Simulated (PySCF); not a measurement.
# C₇H₃F₃: vibronic structure

Aim: compute the vibronic structure of C₇H₃F₃ (`C=C=C=CC#CC(F)(F)F`).

Computed with PySCF 2.14.0 and routines of our own; the level stands in each step. Atoms count from 0.

### Step 1. The system as given

13 atoms, charge 0, multiplicity 1; geometry from: GFN2-xTB.

### Step 2. Vibronic structure: TDDFT B3LYP/def2-SVP

The job: settings as JSON, then the geometry in Å.

```
{"job": {"kind": "vib", "xc": "B3LYP", "basis": "def2-SVP", "tda": false}, "charge": 0, "multiplicity": 1}
C      3.794712    -0.175234    -0.107595
C      2.543519    -0.554270    -0.039489
C      1.349061    -0.931389     0.029370
C      0.089235    -1.327554     0.101753
C     -0.984064    -0.460874    -0.128631
C     -1.921042     0.272836    -0.324449
C     -3.045928     1.154864    -0.559226
F     -3.357541     1.886171     0.526864
F     -2.810993     2.030147    -1.552750
F     -4.159929     0.481593    -0.898066
H      4.602739    -0.865649     0.073715
H      4.058322     0.842112    -0.347209
H     -0.162477    -2.352266     0.346738
```

With the program's defaults for keys left out, this is: TDDFT B3LYP/def2-SVP vertical-gradient vibronic structure (displaced harmonic oscillators, Condon), gas phase.

Launch:

```console
OMP_NUM_THREADS=1 python excited_run.py task.json out
```

One launch serves the whole session: the jobs run in the order shown.

Log:

```text
final grid: 59576 points
cycle   1  E = -567.3154794081  dE =  1.756e+00  |g| = 9.850e-01  |ddm| = 4.902e+00
cycle   2  E = -567.0821461182  dE =  2.333e-01  |g| = 1.556e+00  |ddm| = 2.102e+00
cycle   3  E = -567.4821328948  dE = -4.000e-01  |g| = 1.948e-01  |ddm| = 1.279e+00
cycle   4  E = -567.4895043242  dE = -7.371e-03  |g| = 1.062e-01  |ddm| = 2.746e-01
cycle   5  E = -567.4921925636  dE = -2.688e-03  |g| = 3.083e-02  |ddm| = 1.076e-01
cycle   6  E = -567.4924057194  dE = -2.132e-04  |g| = 1.465e-02  |ddm| = 4.115e-02
cycle   7  E = -567.4924735361  dE = -6.782e-05  |g| = 2.379e-03  |ddm| = 1.648e-02
cycle   8  E = -567.4924749601  dE = -1.424e-06  |g| = 7.697e-04  |ddm| = 3.020e-03
cycle   9  E = -567.4924751146  dE = -1.544e-07  |g| = 2.608e-04  |ddm| = 1.069e-03
cycle  10  E = -567.4924751312  dE = -1.663e-08  |g| = 1.097e-04  |ddm| = 3.729e-04
cycle  11  E = -567.4924751338  dE = -2.622e-09  |g| = 3.696e-05  |ddm| = 1.147e-04
cycle  12  E = -567.4924751341  dE = -2.753e-10  |g| = 7.454e-06  |ddm| = 3.560e-05
converged SCF energy = -567.4924751341

Singlet excitations (eV, f): 3.821 (0.0000)  4.493 (0.6515)  4.659 (0.0001)  5.264 (0.0001)  5.922 (0.0418)  6.136 (0.0000)

State S1  3.8211 eV  f = 0.00003  H-1->L 0.99
  relaxed dipole 5.343 D, largest gradient of the excitation energy 0.0451 Eh/bohr
  mode    cm-1        S   lambda/meV  Raman
   20    909.6    0.1624      18.3   0.627
   24   1049.5    0.1321      17.2   0.679
   25   1199.3    0.0878      13.1   0.590
   30   2337.2    0.0392      11.4   1.000
   27   1379.7    0.0502       8.6   0.446
   26   1293.7    0.0379       6.1   0.296
   28   1685.5    0.0270       5.6   0.358
   29   2174.7    0.0118       3.2   0.261
    9    368.7    0.0616       2.8   0.039
   21    966.8    0.0148       1.8   0.065
    6    223.9    0.0480       1.3   0.011
    8    263.2    0.0360       1.2   0.012
  reorganisation energy 0.0932 eV, total S 0.766, 0-0 3.7279 eV
  absorption maximum 3.730 eV, width 0.044 eV

State S2  4.4927 eV  f = 0.65149  H->L 0.92
  relaxed dipole 2.770 D, largest gradient of the excitation energy 0.0743 Eh/bohr
  mode    cm-1        S   lambda/meV  Raman
   29   2174.7    0.4250     114.6   1.000
   30   2337.2    0.1220      35.3   0.331
   20    909.6    0.1898      21.4   0.078
   24   1049.5    0.1420      18.5   0.078
   28   1685.5    0.0466       9.7   0.066
   27   1379.7    0.0551       9.4   0.052
   26   1293.7    0.0547       8.8   0.046
    6    223.9    0.1020       2.8   0.003
    8    263.2    0.0829       2.7   0.003
   17    719.6    0.0183       1.6   0.005
   21    966.8    0.0133       1.6   0.006
   22   1017.1    0.0126       1.6   0.006
  reorganisation energy 0.2334 eV, total S 1.417, 0-0 4.2593 eV
  absorption maximum 4.263 eV, width 0.314 eV

State S5  5.9216 eV  f = 0.04182  H-3->L 0.85
  relaxed dipole 3.041 D, largest gradient of the excitation energy 0.0625 Eh/bohr
  mode    cm-1        S   lambda/meV  Raman
   29   2174.7    0.2869      77.4   1.000
   30   2337.2    0.1442      41.8   0.580
   20    909.6    0.3025      34.1   0.184
    9    368.7    0.3555      16.3   0.036
   24   1049.5    0.0521       6.8   0.042
   28   1685.5    0.0266       5.6   0.056
   25   1199.3    0.0348       5.2   0.037
   17    719.6    0.0382       3.4   0.015
   21    966.8    0.0181       2.2   0.013
   16    550.6    0.0233       1.6   0.005
   22   1017.1    0.0108       1.4   0.008
   10    397.4    0.0272       1.3   0.003
  reorganisation energy 0.2001 eV, total S 1.361, 0-0 5.7216 eV
  absorption maximum 5.722 eV, width 0.070 eV

State T1  2.2683 eV  f = 0.00000  H->L 0.97
  relaxed dipole 3.238 D, largest gradient of the excitation energy 0.1388 Eh/bohr
  mode    cm-1        S   lambda/meV  Raman
   29   2174.7    1.2504     337.1   1.000
   24   1049.5    0.2401      31.2   0.045
   20    909.6    0.2426      27.4   0.034
   26   1293.7    0.1481      23.7   0.042
   27   1379.7    0.1225      21.0   0.039
   28   1685.5    0.0600      12.5   0.029
   30   2337.2    0.0168       4.9   0.016
   25   1199.3    0.0182       2.7   0.004
   21    966.8    0.0152       1.8   0.002
    8    263.2    0.0512       1.7   0.001
    6    223.9    0.0495       1.4   0.000
   16    550.6    0.0172       1.2   0.001
  reorganisation energy 0.4710 eV, total S 2.290, 0-0 1.7972 eV
  absorption maximum 2.067 eV, width 0.572 eV
```

Wall time 100 s (1 thread of Intel Xeon at 2.50GHz, shared host); peak memory 0.91 GiB.

### Step 3. Vibronic structure (C₇H₃F₃ radical): B3LYP/6-31G*

The job, as its differences from that of step 2:

```diff
@@ -1,2 +1,2 @@
-{"job": {"kind": "vib", "xc": "B3LYP", "basis": "def2-SVP", "tda": false}, "charge": 0, "multiplicity": 1}
+{"job": {"kind": "vib", "xc": "B3LYP", "basis": "6-31G*", "tda": true, "fwhm_ev": 0.01, "nstates": 10, "scf": {"max_cycle": 73}, "maxiter": 30}, "charge": 0, "multiplicity": 2}
 C      3.794712    -0.175234    -0.107595
```

Method: B3LYP/6-31G*.

Log:

```text
RuntimeError: Electron number 72 and spin 1 are not consistent
Note mol.spin = 2S = Nalpha - Nbeta, not 2S+1
```

It took 0.09 s on 1 thread of Intel Xeon at 2.50GHz, shared host.

Why it failed: Charge and multiplicity don't fit the number of electrons: an even count needs an odd multiplicity, and the reverse. Cure: mend the charge or the multiplicity.

### Step 4. What came out

```
                                                                                      quantity                               value
S1: vertical, reorganisation, 0-0, total S (step 2, TDDFT B3LYP/def2-SVP, modes from GFN2-xTB)            3.82, 0.09, 3.73 eV; 0.8
S2: vertical, reorganisation, 0-0, total S (step 2, TDDFT B3LYP/def2-SVP, modes from GFN2-xTB)            4.49, 0.23, 4.26 eV; 1.4
S5: vertical, reorganisation, 0-0, total S (step 2, TDDFT B3LYP/def2-SVP, modes from GFN2-xTB)            5.92, 0.20, 5.72 eV; 1.4
                                                                                          runs  1 failed, 0 ended on unsound input
```

**Reading.** The vibronic model keeps the ground-state modes (from xTB) and shifts them along the gradient alone, so it can miss much of the relaxation that a full optimisation finds.
